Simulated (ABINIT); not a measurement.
# Bi in ABINIT: work function with PBE

Aim: the work function of Bi with PBE.

Everything below comes from runs of ABINIT 10.8.3 (patched build). Logs are shortened: lines on timing, memory, paths and dates and some standing lists are left out, and cuts for length are marked. The log counts tension as positive stress, the text compression.

### Step 1. The sheet as given

The cell holds a sheet with vacuum, 1 atom: a = 3.301 Å, b = 3.301 Å, c = 23.800 Å, α = 90.00°, β = 90.00°, γ = 120.00°.

The cell was built by a generator and needn't be a form met in nature.

### Step 2. Work function, PBE

File run.abi:

```
pp_dirpath "./"
pseudos "Bi.GGA_PBE-JTH.xml"

acell 3*1.0
rprim
     6.2387040333     0.0000000000     0.0000000000
    -3.1193520167     5.4028781684     0.0000000000
     0.0000000000     0.0000000000    44.9754817661
ntypat 1
znucl 83
natom 1
typat 1
xred
     0.0000000000     0.0000000000     0.2941200000
chkprim 0
chksymtnons 0
tolsym 1.0e-6
nsym 1

ecut 22.0
pawecutdg 44.0
pawxcdev 0

kptopt 2
ngkpt 9 9 1
nshiftk 1
shiftk 0.0 0.0 0.0

ixc 11

nband 12
occopt 3
tsmear 0.00183747

nstep 120
tolvrs 1.0e-9

iomode 3
prtwf 0
prteig 0
prtebands 0
prtden 1
prtvha 1
prtvclmb 1
prtpot 1
```

Potentials or basis: JTH PAW PBE v2.0.

Started as:

```console
$ mpirun --bind-to none -np 4 abinit run.abi > log 2>&1
```

run.abo:

```text
.Version 10.8.3 of ABINIT
 Symmetries : space group P1 (#  1); Bravais aP (primitive triclinic)
================================================================================
 Values of the parameters that define the memory need of the present run
     intxc =       0    ionmov =       0      iscf =      17    lmnmax =      18
     lnmax =       6     mgfft =     192  mpssoang =       3    mqgrid =   13430
     natom =       1  nloc_mem =       2    nspden =       1   nspinor =       1
    nsppol =       1      nsym =       1    n1xccc =       1    ntypat =       1
    occopt =       3   xclevel =       2
       mpw =        7539          nfft =      172800          nkpt =          41
 PAW method is used; the additional fine FFT grid is defined by:
   mgfftf=       270    nfftf =    432000
================================================================================
================================================================================

--------------------------------------------------------------------------------
------------- Echo of variables that govern the present computation ------------
--------------------------------------------------------------------------------
 -outvars: echo values of preprocessed input variables --------
            acell      1.0000000000E+00  1.0000000000E+00  1.0000000000E+00 Bohr
              amu      2.08980370E+02
          chkprim           0
      chksymtnons           0
             ecut      2.20000000E+01 Hartree
              ixc          11
           kptopt           2
         kptrlatt        9    0    0      0    9    0      0    0    1
          kptrlen      5.61483363E+01
            natom           1
            nband          12
            ngfft          30      30     192
          ngfftdg          40      40     270
             nkpt          41
            nstep         120
             nsym           1
           ntypat           1
           occopt           3
        pawecutdg      4.40000000E+01 Hartree
         pawxcdev           0
        prtebands           0
           prteig           0
           prtpot           1
         prtvclmb           1
           prtvha           1
            prtwf           0
            rprim      6.2387040333E+00  0.0000000000E+00  0.0000000000E+00
                      -3.1193520167E+00  5.4028781684E+00  0.0000000000E+00
                       0.0000000000E+00  0.0000000000E+00  4.4975481766E+01
          spgroup           1
           tolsym      1.00000000E-06
           tolvrs      1.00000000E-09
           tsmear      1.83747000E-03 Hartree
            typat      1
           useylm           1
           xangst      0.0000000000E+00  0.0000000000E+00  7.0000559953E+00
            xcart      0.0000000000E+00  0.0000000000E+00  1.3228188697E+01
             xred      0.0000000000E+00  0.0000000000E+00  2.9412000000E-01
            znucl       83.00000

================================================================================

 chkinp: Checking input parameters for consistency.

================================================================================
== DATASET  1 ==================================================================

--- !DatasetInfo
iteration_state: {dtset: 1, }
dimensions: {natom: 1, nkpt: 41, mband: 12, nsppol: 1, nspinor: 1, nspden: 1, mpw: 7539, }
cutoff_energies: {ecut:  22.0, pawecutdg:  44.0, }
electrons: {nelect:   1.50000000E+01, charge:   0.00000000E+00, occopt:   3.00000000E+00, tsmear:   1.83747000E-03, }
meta: {optdriver: 0, ionmov: 0, optcell: 0, iscf: 17, paral_kgb: 0, }
...

 Exchange-correlation functional for the present dataset will be:
  GGA: Perdew-Burke-Ernzerhof functional - ixc=11
  J.P.Perdew, K.Burke, M.Ernzerhof, PRL 77, 3865 (1996)

 Real(R)+Recip(G) space primitive vectors, cartesian coordinates (Bohr,Bohr^-1):
 R(1)=  6.2387040  0.0000000  0.0000000  G(1)=  0.1602897  0.0925433  0.0000000
 R(2)= -3.1193520  5.4028782  0.0000000  G(2)=  0.0000000  0.1850865  0.0000000
 R(3)=  0.0000000  0.0000000 44.9754818  G(3)=  0.0000000  0.0000000  0.0222343
 Unit cell volume ucvol=  1.5159867E+03 bohr^3
 Angles (23,13,12)=  9.00000000E+01  9.00000000E+01  1.19999991E+02 degrees

 Coarse grid specifications (used for wave-functions):

 getcut: wavevector=  0.0000  0.0000  0.0000  ngfft=  30  30 192
         ecut(hartree)=     22.000   => boxcut(ratio)=   2.02185

 Fine grid specifications (used for densities):

 getcut: wavevector=  0.0000  0.0000  0.0000  ngfft=  40  40 270
         ecut(hartree)=     44.000   => boxcut(ratio)=   2.01046

--- Pseudopotential description ------------------------------------------------
- pspini: atom type   1  psp file is ./Bi.GGA_PBE-JTH.xml
 Pseudopotential format is: paw10
 basis_size (lnmax)=  6 (lmn_size= 18), orbitals=   0   0   1   1   2   2
 Spheres core radius: rc_sph= 2.41230754
 Shapefunction is BESSEL type: shapef(r,l)=aa(1,l)*jl(q(1,l)*r)+aa(2,l)*jl(q(2,l)*r)
 Radius for shape functions =  2.20555141
 Compensation charge density is not taken into account in XC energy/potential

   4.19464370E+02                                ecore*ucvol(ha*bohr**3)
--------------------------------------------------------------------------------

================================================================================

--- !BeginCycle
iteration_state: {dtset: 1, }
solver: {iscf: 17, nstep: 120, nline: 4, wfoptalg: 10, }
tolerances: {tolvrs: 1.00E-09, }
...

     iter   Etot(hartree)      deltaE(h)  residm     nres2
 ETOT  1  -71.797237731833    -7.180E+01 9.295E-01 5.985E-01
 ETOT  2  -72.133234599843    -3.360E-01 4.410E-02 1.069E-01
 ETOT  3  -72.134025606464    -7.910E-04 1.653E-02 4.005E-02
 ETOT  4  -72.133877985598     1.476E-04 3.635E-03 4.173E-03
 ETOT  5  -72.133821695155     5.629E-05 2.204E-02 1.684E-03
 ETOT  6  -72.133796370701     2.532E-05 3.019E-04 1.060E-03
 ETOT  7  -72.133752394320     4.398E-05 1.432E-03 4.243E-04
 ETOT  8  -72.133742954605     9.440E-06 8.737E-05 3.268E-04
 ETOT  9  -72.133715125262     2.783E-05 3.370E-04 1.430E-04
 ETOT 10  -72.133713264857     1.860E-06 3.654E-04 1.139E-04
[... 20 lines left out ...]
 ETOT 31  -72.133725472479    -1.729E-07 1.224E-05 4.136E-07
 ETOT 32  -72.133725633964    -1.615E-07 8.185E-05 3.436E-07
 ETOT 33  -72.133726013233    -3.793E-07 2.830E-05 2.014E-07
 ETOT 34  -72.133726449345    -4.361E-07 1.539E-04 8.866E-08
 ETOT 35  -72.133726715398    -2.661E-07 8.544E-05 4.006E-08
 ETOT 36  -72.133726775428    -6.003E-08 1.543E-04 3.340E-08
 ETOT 37  -72.133726836842    -6.141E-08 7.191E-05 2.707E-08
 ETOT 38  -72.133727139776    -3.029E-07 3.773E-04 6.263E-09
 ETOT 39  -72.133727262285    -1.225E-07 1.465E-04 1.441E-09
 ETOT 40  -72.133727297943    -3.566E-08 2.808E-04 5.772E-10

 At SCF step   40       nres2   =  5.77E-10 < tolvrs=  1.00E-09 =>converged.

 Cartesian components of stress tensor (hartree/bohr^3)
  sigma(1 1)= -3.35270285E-06  sigma(3 2)= -1.15588471E-12
  sigma(2 2)= -3.35266042E-06  sigma(3 1)= -1.93790068E-12
  sigma(3 3)=  3.50713623E-07  sigma(2 1)= -1.54171838E-12

--- !ResultsGS
iteration_state: {dtset: 1, }
comment   : Summary of ground state results
lattice_vectors:
- [  6.2387040,   0.0000000,   0.0000000, ]
- [ -3.1193520,   5.4028782,   0.0000000, ]
- [  0.0000000,   0.0000000,  44.9754818, ]
lattice_lengths: [   6.23870,    6.23871,   44.97548, ]
lattice_angles: [ 90.000,  90.000, 120.000, ] # degrees, (23, 13, 12)
lattice_volume:   1.5159867E+03
convergence: {deltae: -3.566E-08, res2:  5.772E-10, residm:  2.808E-04, diffor: null, }
etotal    :  -7.21337273E+01
entropy   :   0.00000000E+00
fermie    :  -9.94037487E-02
cartesian_stress_tensor: # hartree/bohr^3
- [ -3.35270285E-06,  -1.54171838E-12,  -1.93790068E-12, ]
- [ -1.54171838E-12,  -3.35266042E-06,  -1.15588471E-12, ]
- [ -1.93790068E-12,  -1.15588471E-12,   3.50713623E-07, ]
pressure_GPa:   6.2320E-02
xred      :
- [  0.0000E+00,   0.0000E+00,   2.9412E-01, Bi]
cartesian_forces: # hartree/bohr
- [  0.00000000E+00,   0.00000000E+00,   0.00000000E+00, ]
force_length_stats: {min:   0.00000000E+00, max:   0.00000000E+00, mean:   0.00000000E+00, }
...

 Integrated electronic density in atomic spheres:
 ------------------------------------------------
 Atom  Sphere_radius  Integrated_density
    1        2.41231         12.12988774

================================================================================

 ----iterations are completed or convergence reached----

 Mean square residual over all n,k,spin=   15.448E-07; max=  28.077E-05
 reduced coordinates (array xred) for    1 atoms
       0.000000000000      0.000000000000      0.294120000000
 rms dE/dt=  2.7712E-04; max dE/dt=  4.7999E-04; dE/dt below (all hartree)
    1      -0.000000001315     -0.000000000680      0.000479993639

 cartesian coordinates (angstrom) at end:
    1      0.00000000000000     0.00000000000000     7.00005599525212

 cartesian forces (hartree/bohr) at end:
    1      0.00000000000000     0.00000000000000     0.00000000000000
 frms,max,avg= 0.0000000E+00 0.0000000E+00   2.108E-10  2.476E-10 -1.067E-05 h/b

 cartesian forces (eV/Angstrom) at end:
    1      0.00000000000000     0.00000000000000     0.00000000000000
 frms,max,avg= 0.0000000E+00 0.0000000E+00   1.084E-08  1.273E-08 -5.488E-04 e/A
 length scales=  1.000000000000  1.000000000000  1.000000000000 bohr
              =  0.529177210544  0.529177210544  0.529177210544 angstroms
 Fermi (or HOMO) energy (hartree) =  -0.09940   Average Vxc (hartree)=  -0.07165
 Eigenvalues (hartree) for nkpt=  41  k points:
 kpt#   1, nband= 12, wtk=  0.01235, kpt=  0.0000  0.0000  0.0000 (reduced coord)
  -0.93905   -0.93756   -0.93756   -0.93240   -0.93240   -0.56282   -0.19617    0.01202
   0.05141    0.06126    0.08783    0.09413
      occupation numbers for kpt#   1
   2.00000    2.00000    2.00000    2.00000    2.00000    2.00000    2.00000    0.00000
   0.00000    0.00000    0.00000    0.00000
 prteigrs : prtvol=0 or 1, do not print more k-points.

--- !EnergyTerms
iteration_state     : {dtset: 1, }
comment             : Components of total free energy in Hartree
kinetic             :  4.66284668405962E+00
hartree             :  1.46025311189253E+02
xc                  : -2.51101493573124E+00
Ewald energy        :  8.12156074808426E+01
psp_core            :  2.76693970473217E-01
local_psp           : -3.21692449469455E+02
PAW spherical_terms :  1.98897324469788E+01
internal            : -7.21332726335788E+01
'-kT*entropy'       : -4.46196018830316E-04
total_energy        : -7.21337188295976E+01
total_energy_eV     : -1.96285848443117E+03
...

--- !EnergyTermsDC
iteration_state     : {dtset: 1, }
comment             : '"Double-counting" decomposition of free energy'
band_energy         : -1.08236338563946E+01
Ewald energy        :  8.12156074808426E+01
psp_core            :  2.76693970473217E-01
xc_dc               : -1.45719738238537E+02
PAW spherical_terms :  2.91778954169187E+00
internal            : -7.21332811019242E+01
'-kT*entropy'       : -4.46196018830316E-04
total_energy_dc     : -7.21337272979430E+01
total_energy_dc_eV  : -1.96285871486659E+03
...

--- !EnergyTermsWithPAWCore
iteration_state     : {dtset: 1, }
comment             : 'Components of total free energy, including PAW core contributions'
Total energy        : -2.15308916441258E+04
Total energy DC     : -2.15308916525942E+04
Total energy (eV)   : -5.85885408748672E+05
Total energy DC (eV): -5.85885408979108E+05
...

 Cartesian components of stress tensor (hartree/bohr^3)
  sigma(1 1)= -3.35270285E-06  sigma(3 2)= -1.15588471E-12
  sigma(2 2)= -3.35266042E-06  sigma(3 1)= -1.93790068E-12
  sigma(3 3)=  3.50713623E-07  sigma(2 1)= -1.54171838E-12

-Cartesian components of stress tensor (GPa)         [Pressure=  6.2320E-02 GPa]
- sigma(1 1)= -9.86399233E-02  sigma(3 2)= -3.40073023E-08
- sigma(2 2)= -9.86386750E-02  sigma(3 1)= -5.70150066E-08
- sigma(3 3)=  1.03183510E-02  sigma(2 1)= -4.53589207E-08

== END DATASET(S) ==============================================================
================================================================================

 -outvars: echo values of variables after computation  --------
            acell      1.0000000000E+00  1.0000000000E+00  1.0000000000E+00 Bohr
           etotal     -7.2133727298E+01
            fcart      0.0000000000E+00  0.0000000000E+00  0.0000000000E+00
            rprim      6.2387040333E+00  0.0000000000E+00  0.0000000000E+00
                      -3.1193520167E+00  5.4028781684E+00  0.0000000000E+00
                       0.0000000000E+00  0.0000000000E+00  4.4975481766E+01
           strten     -3.3527028457E-06 -3.3526604169E-06  3.5071362347E-07
                      -1.1558847118E-12 -1.9379006847E-12 -1.5417183788E-12
           xangst      0.0000000000E+00  0.0000000000E+00  7.0000559953E+00
             xred      0.0000000000E+00  0.0000000000E+00  2.9412000000E-01
 Calculation completed.
```

It took 93 s on 4 MPI ranks of Arm Neoverse V2, shared host; peak memory 0.96 GiB.

What came out:

```
Free energy                                           : -1962.8587 eV
Band gap on the k mesh                                : none (metal or under the smearing width)
Valence electrons inside the program's atomic spheres : Bi 12.13 (radii [1.2765] Å)
Work function                                         : 4.39 eV
```

Stress tensor (GPa, compression positive):
```
 0.10  0.00  0.00
 0.00  0.10  0.00
 0.00  0.00 -0.01
```

Levels at points of the mesh, in eV from the Fermi level:
| k point | band 3 | band 4 | band 5 | band 6 | band 7 | band 8 | band 9 | band 10 | band 11 | band 12 |
| --- | --- | --- | --- | --- | --- | --- | --- | --- | --- | --- |
| (0.00, 0.00, 0.00) | -22.81 | -22.67 | -22.67 | -12.61 | -2.63 | 3.03 | 4.10 | 4.37 | 5.09 | 5.27 |

Caveat: spin-orbit coupling is left out, which moves the levels of the heavy elements.
